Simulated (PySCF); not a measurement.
# A gas-phase reaction: BH3O3 + BH3O → B2H4O3 + H2O

What reaction energy should one expect for `OB(O)O` + `BO` → `BOB(O)O` + `O`?

Computed with PySCF 2.14.0; each step states its level. No surroundings beyond the atoms listed, unless a continuum is named. Atoms count from 0, parts from 1.

## 1. Starting point

Each species was relaxed by itself at PBE0-D3(BJ)/def2-SVPD.

## 2. Reaction energy: wB97M-D3(BJ)/def2-TZVPD

What the job is given:

```
{"job": {"kind": "react", "xc": "wB97M-D3(BJ)", "basis": "def2-TZVPD"}, "charge": 0, "multiplicity": 1}
-1 BH3O3 charge 0 multiplicity 1
O      0.083580    -0.135580     1.362380
B      0.009620     0.003970     0.005920
O     -1.096430     0.567590    -0.563210
O      1.041930    -0.419870    -0.781260
H     -0.695920     0.196450     1.813890
H     -1.039380     0.614900    -1.520410
H      1.764410    -0.799010    -0.275290

-1 BH3O charge 0 multiplicity 1
B     -0.402700     0.112570    -0.034380
O      0.910350     0.141520    -0.338470
H     -0.822320    -0.648940     0.807980
H     -1.118240     0.872450    -0.637110
H      1.441960    -0.480050     0.166810

+1 B2H4O3 charge 0 multiplicity 1
B      1.748840     0.157990     0.083170
O      0.535370     0.423130    -0.462020
B     -0.708040    -0.014220    -0.040570
O     -1.821060     0.506540    -0.626100
O     -0.820620    -0.953150     0.930850
H      2.717030     0.590610    -0.493100
H      1.834160    -0.477780     1.104550
H     -1.617810     1.156750    -1.303170
H     -1.733740    -1.176640     1.126780

+1 H2O charge 0 multiplicity 1
O      0.004190     0.389370    -0.001960
H     -0.764940    -0.186470    -0.001920
H      0.760750    -0.202860     0.003920
```

With the program's defaults for keys left out, this is: wB97M-D3(BJ)/def2-TZVPD reaction energy of separated species, gas phase.

The run is started by

```console
$ OMP_NUM_THREADS=1 python cluster_run.py task.json out
```

The driver reads the jobs from task.json and runs them one after another.

Standard output:

```text
species 1 (BH3O3)
coarse grid: 28136 points
cycle   1  E = -252.5001687037  dE =  6.194e-01  |g| = 9.498e-01  |ddm| = 1.994e+00
cycle   2  E = -252.5253257385  dE = -2.516e-02  |g| = 9.543e-01  |ddm| = 1.432e+00
cycle   3  E = -252.6649851891  dE = -1.397e-01  |g| = 3.839e-02  |ddm| = 6.670e-01
cycle   4  E = -252.6653891359  dE = -4.039e-04  |g| = 9.404e-03  |ddm| = 5.983e-02
cycle   5  E = -252.6654225664  dE = -3.343e-05  |g| = 1.189e-03  |ddm| = 1.809e-02
cycle   6  E = -252.6654235095  dE = -9.430e-07  |g| = 2.135e-04  |ddm| = 3.114e-03
final grid: 60952 points
cycle   7  E = -252.6653992912  dE = -5.033e-08  |g| = 1.098e-04  |ddm| = 3.736e-03
cycle   8  E = -252.6653992957  dE = -4.490e-09  |g| = 5.476e-05  |ddm| = 4.867e-04
cycle   9  E = -252.6653992965  dE = -7.786e-10  |g| = 1.810e-05  |ddm| = 9.191e-05
converged SCF energy = -252.6653992965

species 2 (BH3O)
coarse grid: 17776 points
cycle   1  E = -101.9061844593  dE =  5.526e-02  |g| = 5.799e-01  |ddm| = 1.415e+00
cycle   2  E = -101.8955575695  dE =  1.063e-02  |g| = 6.809e-01  |ddm| = 6.895e-01
cycle   3  E = -101.9710697539  dE = -7.551e-02  |g| = 3.004e-02  |ddm| = 3.462e-01
cycle   4  E = -101.9713618164  dE = -2.921e-04  |g| = 9.038e-03  |ddm| = 3.891e-02
cycle   5  E = -101.9713913321  dE = -2.952e-05  |g| = 1.459e-03  |ddm| = 1.367e-02
cycle   6  E = -101.9713926411  dE = -1.309e-06  |g| = 3.639e-04  |ddm| = 2.740e-03
final grid: 38536 points
cycle   7  E = -101.9713799827  dE = -6.584e-08  |g| = 1.260e-04  |ddm| = 1.588e-03
cycle   8  E = -101.9713799913  dE = -8.691e-09  |g| = 8.075e-05  |ddm| = 2.793e-04
cycle   9  E = -101.9713799929  dE = -1.562e-09  |g| = 2.868e-05  |ddm| = 6.417e-05
cycle  10  E = -101.9713799933  dE = -4.435e-10  |g| = 1.894e-05  |ddm| = 3.864e-05
converged SCF energy = -101.9713799933

species 3 (B2H4O3)
coarse grid: 35792 points
cycle   1  E = -277.9796466635  dE =  7.584e-01  |g| = 9.607e-01  |ddm| = 2.407e+00
cycle   2  E = -277.9996260202  dE = -1.998e-02  |g| = 9.884e-01  |ddm| = 1.685e+00
cycle   3  E = -278.1510253617  dE = -1.514e-01  |g| = 4.558e-02  |ddm| = 7.658e-01
cycle   4  E = -278.1515714667  dE = -5.461e-04  |g| = 2.422e-02  |ddm| = 8.578e-02
cycle   5  E = -278.1516693714  dE = -9.790e-05  |g| = 1.231e-02  |ddm| = 2.500e-02
cycle   6  E = -278.1516960607  dE = -2.669e-05  |g| = 1.284e-03  |ddm| = 1.091e-02
cycle   7  E = -278.1516967985  dE = -7.377e-07  |g| = 4.194e-04  |ddm| = 2.861e-03
final grid: 77528 points
cycle   8  E = -278.1516640230  dE = -8.985e-08  |g| = 2.411e-04  |ddm| = 5.956e-03
cycle   9  E = -278.1516640356  dE = -1.252e-08  |g| = 1.497e-04  |ddm| = 7.613e-04
cycle  10  E = -278.1516640401  dE = -4.554e-09  |g| = 2.878e-05  |ddm| = 1.564e-04
cycle  11  E = -278.1516640405  dE = -3.693e-10  |g| = 1.977e-05  |ddm| = 6.321e-05
converged SCF energy = -278.1516640405

species 4 (H2O)
coarse grid: 10128 points
cycle   1  E = -76.4117500677  dE = -7.452e-02  |g| = 5.872e-01  |ddm| = 8.994e-01
cycle   2  E = -76.4087437266  dE =  3.006e-03  |g| = 6.461e-01  |ddm| = 5.038e-01
cycle   3  E = -76.4759334105  dE = -6.719e-02  |g| = 2.731e-02  |ddm| = 2.374e-01
cycle   4  E = -76.4760586122  dE = -1.252e-04  |g| = 5.497e-03  |ddm| = 1.609e-02
cycle   5  E = -76.4760672890  dE = -8.677e-06  |g| = 8.214e-04  |ddm| = 5.831e-03
final grid: 21952 points
cycle   6  E = -76.4760629881  dE = -1.975e-07  |g| = 5.844e-04  |ddm| = 1.373e-03
cycle   7  E = -76.4760629949  dE = -6.840e-09  |g| = 6.466e-04  |ddm| = 6.469e-04
cycle   8  E = -76.4760630585  dE = -6.364e-08  |g| = 3.199e-05  |ddm| = 2.236e-04
cycle   9  E = -76.4760630594  dE = -8.224e-10  |g| = 4.133e-06  |ddm| = 1.105e-04
converged SCF energy = -76.4760630594

Reaction energy = 5.349 kcal/mol
```

Wall time 42 s (1 thread of Arm Neoverse N1, shared host); peak memory 0.81 GiB.

Species by species (with the dispersion term, which the log's SCF energies lack):

| ν | species | energy (Eh) | HOMO (eV) |
| --- | --- | --- | --- |
| -1 | OB(O)O | -252.67036 | -11.96 |
| -1 | BO | -101.97390 | -11.31 |
| +1 | BOB(O)O | -278.15892 | -11.02 |
| +1 | O | -76.47682 | -11.72 |

## 3. Reaction energy: PBE0-D3(BJ)/def2-TZVPD

Same as in step 2 but for these lines:

```diff
@@ -1,2 +1,2 @@
-{"job": {"kind": "react", "xc": "wB97M-D3(BJ)", "basis": "def2-TZVPD"}, "charge": 0, "multiplicity": 1}
+{"job": {"kind": "react", "xc": "PBE0", "basis": "def2-TZVPD", "disp": "d3bj"}, "charge": 0, "multiplicity": 1}
 -1 BH3O3 charge 0 multiplicity 1
```

Method: PBE0-D3(BJ)/def2-TZVPD reaction energy of separated species, gas phase.

Standard output:

```text
species 1 (BH3O3)
coarse grid: 6208 points
cycle   1  E = -252.1578591630  dE =  6.008e-01  |g| = 1.017e+00  |ddm| = 2.025e+00
cycle   2  E = -251.9942350658  dE =  1.636e-01  |g| = 1.415e+00  |ddm| = 1.962e+00
cycle   3  E = -252.3361024044  dE = -3.419e-01  |g| = 3.879e-02  |ddm| = 1.248e+00
cycle   4  E = -252.3363580357  dE = -2.556e-04  |g| = 1.018e-02  |ddm| = 4.345e-02
cycle   5  E = -252.3363769197  dE = -1.888e-05  |g| = 2.826e-03  |ddm| = 9.095e-03
cycle   6  E = -252.3363785991  dE = -1.679e-06  |g| = 3.640e-04  |ddm| = 2.728e-03
final grid: 60952 points
cycle   7  E = -252.3339249438  dE = -6.751e-05  |g| = 5.452e-03  |ddm| = 9.009e-02
cycle   8  E = -252.3339217742  dE =  3.170e-06  |g| = 6.900e-03  |ddm| = 6.968e-03
cycle   9  E = -252.3339294000  dE = -7.626e-06  |g| = 4.013e-04  |ddm| = 4.486e-03
cycle  10  E = -252.3339294248  dE = -2.479e-08  |g| = 1.422e-04  |ddm| = 3.798e-04
cycle  11  E = -252.3339294291  dE = -4.318e-09  |g| = 1.635e-05  |ddm| = 1.214e-04
cycle  12  E = -252.3339294291  dE = -1.432e-11  |g| = 1.341e-05  |ddm| = 1.699e-05
converged SCF energy = -252.3339294291

species 2 (BH3O)
coarse grid: 4032 points
cycle   1  E = -101.7631096254  dE =  4.487e-02  |g| = 6.018e-01  |ddm| = 1.456e+00
cycle   2  E = -101.6448978734  dE =  1.182e-01  |g| = 1.004e+00  |ddm| = 9.502e-01
cycle   3  E = -101.8275415700  dE = -1.826e-01  |g| = 6.042e-02  |ddm| = 6.164e-01
cycle   4  E = -101.8283737297  dE = -8.322e-04  |g| = 1.573e-02  |ddm| = 5.183e-02
cycle   5  E = -101.8284358093  dE = -6.208e-05  |g| = 2.303e-03  |ddm| = 1.336e-02
cycle   6  E = -101.8284370443  dE = -1.235e-06  |g| = 3.119e-04  |ddm| = 2.035e-03
final grid: 38536 points
cycle   7  E = -101.8272735469  dE = -2.915e-05  |g| = 4.188e-03  |ddm| = 4.965e-02
cycle   8  E = -101.8272703883  dE =  3.159e-06  |g| = 6.016e-03  |ddm| = 5.004e-03
cycle   9  E = -101.8272767923  dE = -6.404e-06  |g| = 6.467e-04  |ddm| = 3.208e-03
cycle  10  E = -101.8272768771  dE = -8.485e-08  |g| = 1.065e-04  |ddm| = 5.554e-04
cycle  11  E = -101.8272768799  dE = -2.799e-09  |g| = 1.173e-05  |ddm| = 8.579e-05
cycle  12  E = -101.8272768800  dE = -2.623e-11  |g| = 1.667e-06  |ddm| = 9.423e-06
converged SCF energy = -101.8272768800

species 3 (B2H4O3)
coarse grid: 7912 points
cycle   1  E = -277.6007944537  dE =  6.607e-01  |g| = 1.002e+00  |ddm| = 2.453e+00
cycle   2  E = -277.4154577579  dE =  1.853e-01  |g| = 1.439e+00  |ddm| = 2.129e+00
cycle   3  E = -277.7724683756  dE = -3.570e-01  |g| = 6.851e-02  |ddm| = 1.339e+00
cycle   4  E = -277.7730190313  dE = -5.507e-04  |g| = 4.937e-02  |ddm| = 8.361e-02
cycle   5  E = -277.7734256953  dE = -4.067e-04  |g| = 1.038e-02  |ddm| = 3.581e-02
cycle   6  E = -277.7734447780  dE = -1.908e-05  |g| = 1.707e-03  |ddm| = 9.890e-03
cycle   7  E = -277.7734454131  dE = -6.351e-07  |g| = 2.995e-04  |ddm| = 1.745e-03
final grid: 77528 points
cycle   8  E = -277.7708783276  dE = -8.002e-05  |g| = 6.406e-03  |ddm| = 1.516e-01
cycle   9  E = -277.7708732080  dE =  5.120e-06  |g| = 8.480e-03  |ddm| = 9.924e-03
cycle  10  E = -277.7708850191  dE = -1.181e-05  |g| = 5.994e-04  |ddm| = 5.940e-03
cycle  11  E = -277.7708850789  dE = -5.978e-08  |g| = 2.920e-04  |ddm| = 7.042e-04
cycle  12  E = -277.7708850932  dE = -1.432e-08  |g| = 9.545e-05  |ddm| = 2.349e-04
cycle  13  E = -277.7708850948  dE = -1.624e-09  |g| = 1.102e-05  |ddm| = 7.697e-05
cycle  14  E = -277.7708850949  dE = -2.177e-11  |g| = 1.408e-06  |ddm| = 1.260e-05
converged SCF energy = -277.7708850949

species 4 (H2O)
coarse grid: 2328 points
cycle   1  E = -76.3044285525  dE = -5.291e-03  |g| = 6.571e-01  |ddm| = 9.011e-01
cycle   2  E = -76.1882114122  dE =  1.162e-01  |g| = 1.036e+00  |ddm| = 7.256e-01
cycle   3  E = -76.3820283494  dE = -1.938e-01  |g| = 3.132e-02  |ddm| = 4.396e-01
cycle   4  E = -76.3822106527  dE = -1.823e-04  |g| = 5.864e-03  |ddm| = 1.606e-02
cycle   5  E = -76.3822157915  dE = -5.139e-06  |g| = 7.850e-04  |ddm| = 2.507e-03
final grid: 21952 points
cycle   6  E = -76.3808944392  dE = -1.510e-05  |g| = 3.448e-03  |ddm| = 9.290e-03
cycle   7  E = -76.3808924737  dE =  1.966e-06  |g| = 4.752e-03  |ddm| = 3.320e-03
cycle   8  E = -76.3808961895  dE = -3.716e-06  |g| = 2.517e-04  |ddm| = 1.965e-03
cycle   9  E = -76.3808962001  dE = -1.061e-08  |g| = 2.396e-05  |ddm| = 1.100e-04
cycle  10  E = -76.3808962002  dE = -1.120e-10  |g| = 3.293e-06  |ddm| = 1.513e-05
converged SCF energy = -76.3808962002

Reaction energy = 5.530 kcal/mol
```

It took 23 s on 1 thread of Arm Neoverse N1, shared host; peak memory 0.62 GiB.

Reaction energy at this level: 5.53 kcal/mol.

## 4. Comparing the runs

Energies in kcal/mol, with wall time:

| run | reaction | time |
| --- | --- | --- |
| wB97M-D3(BJ)/def2-TZVPD | 5.35 | 42 s |
| PBE0-D3(BJ)/def2-TZVPD | 5.53 | 23 s |

## 5. Results

| quantity | value |
| --- | --- |
| reaction energy (wB97M-D3(BJ)/def2-TZVPD) | 5.35 kcal/mol |
| ΔH, ΔG at 298 K (xTB thermal terms) | +4.4, +3.6 kcal/mol |
| range of the reaction energy over the runs of this table | 5.35 to 5.53 kcal/mol |

**Reading.** The reaction is endothermic by 4.4 kcal/mol in the gas phase; dispersion gives -0.33, and xTB itself gave 3.85 for the electronic energy (xTB energies and thermal terms come from the earlier relaxation of each species, not shown). No barrier was sought. The reaction energy runs from 5.35 (wB97M-D3(BJ)/def2-TZVPD) to 5.53 kcal/mol (PBE0-D3(BJ)/def2-TZVPD).
